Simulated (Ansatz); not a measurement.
Run this with the Ansatz DFT code, driven from Python and show what comes out.

Input file `agpt3.cif`:
```cif
data_AgPt3
_cell_length_a 3.900000
_cell_length_b 3.900000
_cell_length_c 3.900000
_cell_angle_alpha 90.00000
_cell_angle_beta 90.00000
_cell_angle_gamma 90.00000
_symmetry_space_group_name_H-M 'P 1'
_symmetry_Int_Tables_number 1
loop_
_symmetry_equiv_pos_as_xyz
'x, y, z'
loop_
_atom_site_label
_atom_site_type_symbol
_atom_site_fract_x
_atom_site_fract_y
_atom_site_fract_z
Ag1 Ag    0.000000    0.000000    0.000000
Pt2 Pt    0.000000    0.500000    0.500000
Pt3 Pt    0.500000    0.000000    0.500000
Pt4 Pt    0.500000    0.500000    0.000000
```

The script, `run_paw_lapw.py`:
```python
import logging
import sys

import ansatz as az
from ase.io import read
import numpy as np

logging.basicConfig(stream=sys.stdout, format='[%(levelname)s] %(message)s')
log = logging.getLogger('calc')
log.setLevel(logging.INFO)


def count_gap(report):
    # lowest empty less highest filled band, counting bands; zero where they overlap
    return max(report.get('gap_by_band_count_ev') or 0.0, 0.0)

atoms = read('agpt3.cif')
cell = az.Crystal.from_ase(atoms)

model = (
    cell.calculation()
    .functional(az.Functional.LDA)
    .kpoints(mesh=(6, 6, 6))
    .occupations(az.OccupationsMethod.COLD, width=0.05)
    .stress()
    .forces()
    .band_table()
)
variants = {
    'PAW': model.pseudopotentials('paw'),
    'LAPW': model.pseudopotentials('all_electron', lapw=True),
}
rows = []
for label, variant in variants.items():
    r = variant.run().report
    levels = np.array(r['eigenvalues_ev'][0]) - r['fermi_energy_ev']
    print(label, 'levels at the first k-point near E_F:', np.round(levels[np.abs(levels) < 5], 3))
    rows.append((label, r['n_electrons'], np.trace(r['stress_gpa']) / 3, count_gap(r)))
log.info('     treatment  electrons in bands           P GPa  gap by band count eV')
for row in rows:
    log.info(f'{str(row[0]):>14s}  {row[1]:18.1f}  {row[2]:14.3f}  {row[3]:20.3f}')
```

```console
$ python run_paw_lapw.py
DeckWarning: basis.ecutwfc = 420 eV, auto-derived from the records' recommended cutoffs: set by Ag (normal level)
PAW levels at the first k-point near E_F: [-4.156 -4.156 -4.156 -2.446 -2.446 -0.637 -0.637 -0.637 -0.478 -0.478
  0.284  0.713  0.713  0.713  1.857  1.857  1.857]
LAPW levels at the first k-point near E_F: [-4.158 -4.158 -4.158 -2.447 -2.447 -0.637 -0.637 -0.637 -0.477 -0.477
  0.283  0.716  0.716  0.716  1.85   1.85   1.85 ]
[INFO]      treatment  electrons in bands           P GPa  gap by band count eV
[INFO]            PAW                73.0           2.370                 0.000
[INFO]           LAPW               155.0           2.385                 0.000
```
(Warnings from the package without file and line.)

PAW gives 2.370 GPa and LAPW 2.385 GPa, 0.016 GPa apart. They took 2.7 and 70.6 s of processor time.

No spin polarisation was allowed. The mesh is modest for a metal, so energies can be off by several to tens of meV an atom and pressures by half a GPa or more; differences at equal mesh fare better. A gap by band count of zero or less means overlapping bands, a metal, and at an odd count of electrons it is no gap at all. The starting cell is as deposited in a crystallographic database; the results hold for this polymorph, which needn't be the stable one. Gaps and levels are Kohn-Sham values on a finite set of k-points, without spin-orbit coupling. Pressure is positive in compression; the treatments may keep other shells as core, so totals and counts of electrons can differ. It ran for 76 s on 1 thread of Arm Neoverse V1 (shared host), peak memory 0.83 GiB.
